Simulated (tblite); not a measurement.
# C8H9F3OS: the cost of one run

Programs: tblite 0.8.0 and PySCF 2.14.0, with density-fitted response routines of our own. Each step states its level of theory. These are calculated values for one molecule in the gas phase, unless marked as measured. Atoms are numbered from 0 throughout.

### 1 The starting structure

22 atoms, charge 0, multiplicity 1; geometry from: force field or distance geometry start.

Bonds of the start (Å): C0–O1 1.39, O1–C2 1.39, C2–C3 1.32, C3–C4 1.49, C4–C5 1.51, C5–C6 1.47, C6–C7 1.34, C7–S8 1.79, S8–C9 1.79, C9–F10 1.38, C9–F11 1.39, C9–F12 1.39, C6–C3 1.46, C0–H13 1.12, C0–H14 1.10, C0–H15 1.13, C2–H16 1.09, C4–H17 1.10, C4–H18 1.10, C5–H19 1.10, C5–H20 1.10, C7–H21 1.10.

### 2 Geometry optimisation with GFN2-xTB

The job: settings as JSON, then the geometry in Å.

```
{"job": {"kind": "relax", "xc": "GFN2-xTB", "basis": "xTB"}, "charge": 0, "multiplicity": 1}
C     -1.375800     3.112000     0.259500
O     -0.674000     2.175700     1.000700
C     -0.050200     1.035900     0.506900
C     -0.707200    -0.058900     0.165500
C     -2.097200    -0.595600     0.169300
C     -1.481000    -1.973300     0.088300
C     -0.235500    -1.331700    -0.366100
C      0.878300    -1.729400    -0.996800
S      2.157400    -0.519500    -1.333800
C      3.527800    -0.640900    -0.184500
F      4.201800    -1.827900    -0.363200
F      3.135500    -0.603000     1.148700
F      4.336300     0.467000    -0.385900
H     -1.777100     3.969400     0.854100
H     -0.812000     3.549200    -0.582600
H     -2.259800     2.571800    -0.194000
H      1.028600     1.097100     0.382600
H     -2.681900    -0.442200     1.091900
H     -2.649700    -0.346300    -0.748900
H     -1.998700    -2.604100    -0.655700
H     -1.466100    -2.505100     1.054600
H      0.990100    -2.780900    -1.312200
```

Run with:

```
OMP_NUM_THREADS=2 python probes_run.py task.json out
```

One launch serves the whole session: the jobs run in the order shown.

**Question.** How long does this first job take on 2 threads of Intel Xeon at 2.60GHz, shared host, and how much memory does it need?

About 1.9 s, with a peak of 0.18 GiB.
